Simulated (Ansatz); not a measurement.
**AlFH₄Sn (SMILES [F][AlH][SnH3]): functionals against CCSD(T) at one geometry**

Aim: energy, forces and dipole at a structure displaced at random from a GFN2-xTB minimum, from CCSD(T) and from density functionals.

Program: Ansatz 0.2.0, Gaussian basis. Level of theory: single points in def2-TZVPP. These are calculated values, not measurements.

Cores are frozen in the correlated methods. Filled d shells of the heavier atoms are correlated. Core potentials replace the inner electrons past krypton, and spin-orbit coupling is left out. B3LYP uses VWN-RPA correlation.

## Step 1: The system as given

SMILES `[F][AlH][SnH3]`, 7 atoms, charge 0, spin multiplicity 1.

Atoms are counted from 1 here; the program's logs count them from 0.

Bond lengths: F1–Al2 1.669 Å, Al2–Sn3 2.606 Å, Al2–H4 1.399 Å, Sn3–H5 1.630 Å, Sn3–H6 1.711 Å, Sn3–H7 1.708 Å. Angles: F1–Al2–Sn3 116.5°, F1–Al2–H4 116.9°, Sn3–Al2–H4 126.6°, Al2–Sn3–H5 117.6°, Al2–Sn3–H6 115.1°, Al2–Sn3–H7 118.1°, H5–Sn3–H6 106.7°, H5–Sn3–H7 98.7°, H6–Sn3–H7 97.7°.

Geometry (Å):

```
F    -0.7355   -2.1298    1.5801
Al   -0.5948   -1.4967    0.0428
Sn    0.3103    0.9408   -0.1323
H    -0.9563   -2.3303   -1.0204
H    -0.2375    1.8649   -1.3584
H     0.1581    1.8759    1.2928
H     1.9874    1.1616   -0.3718
```

## Step 2: CCSD(T)/def2-TZVPP

run/in.yaml reads:

```yaml
crystal:
  periodic: [false, false, false]
  atoms:
    - {symbol: F, position_ang: [-0.735500, -2.129800, 1.580100]}
    - {symbol: Al, position_ang: [-0.594800, -1.496700, 0.042800]}
    - {symbol: Sn, position_ang: [0.310300, 0.940800, -0.132300]}
    - {symbol: H, position_ang: [-0.956300, -2.330300, -1.020400]}
    - {symbol: H, position_ang: [-0.237500, 1.864900, -1.358400]}
    - {symbol: H, position_ang: [0.158100, 1.875900, 1.292800]}
    - {symbol: H, position_ang: [1.987400, 1.161600, -0.371800]}
basis:
  gaussian: {orbitals: def2-TZVPP}
correlation: {method: ccsd_t}
output: {forces: true}
```

No record of the launch command was kept for these runs.

## Step 3: PBE0-D4/def2-TZVPP

Changes to run/in.yaml since step 2:

```diff
@@ -12,3 +12,3 @@
   gaussian: {orbitals: def2-TZVPP}
-correlation: {method: ccsd_t}
-output: {forces: true}
+hamiltonian: {xc: pbe0, dispersion: d4}
+output: {forces: true, orbitals: {seedname: orbitals}}
```

## Step 4: wB97M-V/def2-TZVPP

Changes to run/in.yaml since step 3:

```diff
@@ -12,3 +12,3 @@
   gaussian: {orbitals: def2-TZVPP}
-hamiltonian: {xc: pbe0, dispersion: d4}
-output: {forces: true, orbitals: {seedname: orbitals}}
+hamiltonian: {xc: {name: wB97M-V}}
+output: {forces: true}
```

## Step 5: r2SCAN-D4/def2-TZVPP

Changes to run/in.yaml since step 4:

```diff
@@ -12,3 +12,3 @@
   gaussian: {orbitals: def2-TZVPP}
-hamiltonian: {xc: {name: wB97M-V}}
+hamiltonian: {xc: r2scan, dispersion: d4}
 output: {forces: true}
```

## Step 6: PBE-D4/def2-TZVPP

Changes to run/in.yaml since step 5:

```diff
@@ -12,3 +12,3 @@
   gaussian: {orbitals: def2-TZVPP}
-hamiltonian: {xc: r2scan, dispersion: d4}
+hamiltonian: {xc: pbe, dispersion: d4}
 output: {forces: true}
```

## Step 7: B3LYP-D4/def2-TZVPP

Changes to run/in.yaml since step 6:

```diff
@@ -12,3 +12,3 @@
   gaussian: {orbitals: def2-TZVPP}
-hamiltonian: {xc: pbe, dispersion: d4}
+hamiltonian: {xc: {name: B3LYP}, dispersion: d4}
 output: {forces: true}
```

## Step 8: SPW92/def2-TZVPP

Changes to run/in.yaml since step 7:

```diff
@@ -12,3 +12,3 @@
   gaussian: {orbitals: def2-TZVPP}
-hamiltonian: {xc: {name: B3LYP}, dispersion: d4}
+hamiltonian: {xc: lda}
 output: {forces: true}
```

(Steps that only read results are left out.)

**Question.** What will these runs give? Wanted: energy less free atoms, CCSD(T)/def2-TZVPP; RMS force component; RMS force error; HOMO and LUMO, PBE0-D4; T1 diagnostic.

**Answer**, as computed:

| quantity | value |
| --- | --- |
| energy less free atoms, CCSD(T)/def2-TZVPP | -18.549 eV |
| RMS force component | 1.122 to 1.209 eV/Å over the methods |
| RMS force error | PBE0-D4 0.063, wB97M-V 0.060, r2SCAN-D4 0.068, PBE-D4 0.192, B3LYP-D4 0.100, SPW92 0.144 eV/Å |
| HOMO and LUMO, PBE0-D4 | -7.97 and -2.05 eV |
| T1 diagnostic | 0.014 |

In words: Against CCSD(T) the functionals' energies less atoms differ by -2.546 to +0.211 eV, PBE-D4 by +0.053 eV. CCSD(T) in triple zeta still lacks some correlation energy of the bonds, so part of these gaps is its own basis error and they don't rank the functionals. On forces the order runs from wB97M-V to PBE-D4. Frozen-core CCSD(T) forces in triple zeta carry basis errors of their own, and this is one geometry, so small gaps rank nothing.
